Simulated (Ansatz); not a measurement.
Turn this script for Ansatz 0.2.0, Python API into the input file that the command-line program reads.

`c2h3closi.py`
```python
"""Geometry optimisation of C2H3ClOSi."""

import ansatz as az
import numpy as np

BASIS_SET = "cc-pVDZ"
FUNCTIONAL = "pbe0"
VDW = "d3bj"

geometry_ang = [
    ("O", (1.6579, 0.3867, 0.9064)),
    ("C", (0.5079, 0.6135, 0.1267)),
    ("C", (-0.76, 0.2802, 0.4014)),
    ("Si", (-0.138, -0.0946, -1.3014)),
    ("Cl", (-0.1918, -2.1462, -1.1912)),
    ("H", (1.3589, 0.6434, 1.8147)),
    ("H", (-1.0598, -0.2077, 1.3066)),
    ("H", (-1.2829, 0.4677, -2.119)),
]
geometry = az.Crystal.molecule()
for symbol, xyz in geometry_ang:
    geometry = geometry.atom(symbol, xyz)

job = (
    geometry.calculation()
    .basis(gaussian=BASIS_SET)
    .functional(FUNCTIONAL, dispersion=VDW)
    .accuracy("medium")
)
symbols = [site.symbol for site in geometry.cartesian_sites]
start = np.array([site.position_ang for site in geometry.cartesian_sites], dtype=float)
def progress(event):
    if event["event"] == "relax_step":
        row = event["data"]
        print(f"step {row['step']:3d}  E = {row['lagrangian_ev']:.6f} eV  max force {row['allowed_force_max_ev_ang']:.4f} eV/A")


data = job.relax(force_tolerance=0.005, max_steps=100).session().plan().execute(on_event=progress).report
end = np.array(data["positions_ang"])

print("reference energy %16.6f eV" % data["reference_energy_ev"])
print("total energy     %16.6f eV" % data["free_energy_ev"])
print("occupied (up, down):", data["n_occupied"], " virtual:", data["n_virtual"], " frozen:", data["n_frozen"])

print("bond        before    after (A)")
for i, j in [(0, 1), (0, 5), (1, 2), (1, 3), (2, 3), (2, 6), (3, 4), (3, 7)]:
    d0, d1 = (np.linalg.norm(xyz[i] - xyz[j]) for xyz in (start, end))
    print(f"{symbols[i]}{i}-{symbols[j]}{j}".ljust(10), f"{d0:8.4f} {d1:8.4f}")
with open("c2h3closi_opt.xyz", "w") as handle:
    handle.write(f"{len(symbols)}\nrelaxed C2H3ClOSi\n")
    handle.writelines(f"{s:2s} {x:11.6f} {y:11.6f} {z:11.6f}\n" for s, (x, y, z) in zip(symbols, end))
```

`python c2h3closi.py` gives:
```text
step   1  E = -24555.965313 eV  max force 3.8619 eV/A
step   2  E = -24556.923296 eV  max force 2.5363 eV/A
step   3  E = -24557.532680 eV  max force 1.4541 eV/A
step   4  E = -24557.734075 eV  max force 0.5624 eV/A
step   5  E = -24557.824240 eV  max force 0.5715 eV/A
step   6  E = -24557.805309 eV  max force 1.4680 eV/A
step   7  E = -24557.853208 eV  max force 0.1271 eV/A
step   8  E = -24557.855851 eV  max force 0.0494 eV/A
step   9  E = -24557.856106 eV  max force 0.0098 eV/A
step  10  E = -24557.856131 eV  max force 0.0067 eV/A
step  11  E = -24557.856138 eV  max force 0.0024 eV/A
reference energy    -24557.686431 eV
total energy        -24557.856162 eV
occupied (up, down): [27, 27]  virtual: [66, 66]  frozen: 0
bond        before    after (A)
O0-C1        1.4078   1.3307
O0-H5        0.9901   0.9711
C1-C2        1.3394   1.3538
C1-Si3       1.7199   1.8102
C2-Si3       1.8512   1.8116
C2-H6        1.0711   1.0928
Si3-Cl4      2.0553   2.0840
Si3-H7       1.5151   1.4875
```

`input.yaml`:
```yaml
crystal:
  periodic: [false, false, false]
  atoms:
    - { symbol: O, position_ang: [1.6579, 0.3867, 0.9064] }
    - { symbol: C, position_ang: [0.5079, 0.6135, 0.1267] }
    - { symbol: C, position_ang: [-0.76, 0.2802, 0.4014] }
    - { symbol: Si, position_ang: [-0.138, -0.0946, -1.3014] }
    - { symbol: Cl, position_ang: [-0.1918, -2.1462, -1.1912] }
    - { symbol: H, position_ang: [1.3589, 0.6434, 1.8147] }
    - { symbol: H, position_ang: [-1.0598, -0.2077, 1.3066] }
    - { symbol: H, position_ang: [-1.2829, 0.4677, -2.119] }
accuracy: medium
basis:
  gaussian:
    orbitals: cc-pVDZ
hamiltonian:
  xc: pbe0
  dispersion: d3bj
relax:
  f_tol: 0.005
  max_steps: 100
```

The settings weren't tested for convergence. The end point is the stationary point reached from this start; no frequency run checks that it is a minimum, and the basis set is modest. Total less reference energy is the dispersion correction. Wall time of the script: 59 s on 1 thread of Arm Neoverse V1 (shared host), peak memory 0.27 GiB.

(Lines on the test bed's own set-up are left out of the output.)
